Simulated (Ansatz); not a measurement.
**NbC2: a trial structure relaxed**

The task: take a trial cell of NbC2 to zero force and stress, then test the end with a random kick.

Computed with Ansatz 0.2.0 (DFT PBE, scalar-relativistic, plane waves, PAW, unless a step's input says otherwise).

## 1. The starting structure

The structure is hexagonal, space group P6_3/mmc (No. 194). The conventional cell has a = 2.733 Å, b = 2.733 Å, c = 10.627 Å, α = 90.00°, β = 90.00°, γ = 120.00°. Nb (site symmetry -6m2) is surrounded by 6 C at 2.08 Å. Around C (site symmetry 3m) lie 3 Nb at 2.08 Å.

Structure file:

```cif
data_structure
_symmetry_space_group_name_H-M 'P6_3/mmc'
_symmetry_Int_Tables_number 194
_cell_length_a 2.7326
_cell_length_b 2.7326
_cell_length_c 10.6269
_cell_angle_alpha 90.000
_cell_angle_beta 90.000
_cell_angle_gamma 120.000
_cell_volume 68.72
loop_
_atom_site_label
_atom_site_type_symbol
_atom_site_symmetry_multiplicity
_atom_site_Wyckoff_symbol
_atom_site_fract_x
_atom_site_fract_y
_atom_site_fract_z
_atom_site_occupancy
Nb1 Nb 2 c 0.33333 0.66667 0.25000 1
C1 C 4 f 0.33333 0.66667 0.62300 1
```

The cell is invented: species swapped into a database cell of MoS2 (P6_3/mmc, No. 194), with Nb on the Mo sites and C on the S sites. Its size is a rough estimate.

## 2. A first look at the guess

File input.yaml:

```yaml
crystal:
  lattice:
    - [2.7326104, 0.0, 0.0]
    - [-1.3663052, 2.36651003, 0.0]
    - [0.0, 0.0, 10.6269144]
  atoms:
    - { symbol: Nb, position: [0.33333333, 0.66666667, 0.25] }
    - { symbol: Nb, position: [0.66666667, 0.33333333, 0.75] }
    - { symbol: C, position: [0.33333333, 0.66666667, 0.62300003] }
    - { symbol: C, position: [0.66666667, 0.33333333, 0.12300003] }
    - { symbol: C, position: [0.33333333, 0.66666667, 0.87699997] }
    - { symbol: C, position: [0.66666667, 0.33333333, 0.37699997] }
basis:
  ecutwfc: 420
kpoints:
  mp_grid: { grid: [6, 6, 2] }
hamiltonian:
  xc: pbe
scf:
  occupations: { method: gaussian, width: 0.1 }
  lower_state_search: "off"
output:
  forces: true
  stress: true
  eigenvalues: true
```

The run is started by

```
ansatz run input.yaml --threads 1 --pin off --max-ram 2560MiB --backend cpu --events-out ev --progress --plain --runs-dir out
```

The session goes on with these runs: coarse relaxation; spin check on a coarse mesh; relaxation on the finer mesh; reference for the kick test; kicked and relaxed without symmetry; the kicked end on a coarse mesh; spin check on a coarse mesh (after the kick); full relaxation (after the kick).

Before running it: what results should come out? Wanted: conventional cell; volume; energy over the elements; gap on the mesh; after the kick; energy gained by the kick.

**Answer**, as computed:

| quantity | value |
| --- | --- |
| symmetry at the first end (tolerance 0.05 Å) | space group P6_3/mmc (No. 194) |
| conventional cell | a = 3.827 Å, b = 3.827 Å, c = 5.727 Å, α = 90.00°, β = 90.00°, γ = 120.00° |
| volume | 12.11 Å³/atom |
| energy over the elements | +0.59 eV/atom |
| gap on the mesh | none (metal) |
| after the kick | space group P-1 (No. 2), 10.67 Å³/atom, gap on the mesh none (metal) |
| energy gained by the kick | 317 meV/atom |

What this shows: The space group P6_3/mmc (No. 194) is kept, and the volume per atom grows by 5.7 % from the first guess. With a positive formation energy it can't be a ground state. The kick led to a structure 317 meV/atom lower, so the first end was a saddle point or a shallow minimum held by symmetry. Other magnetic orders were not searched.
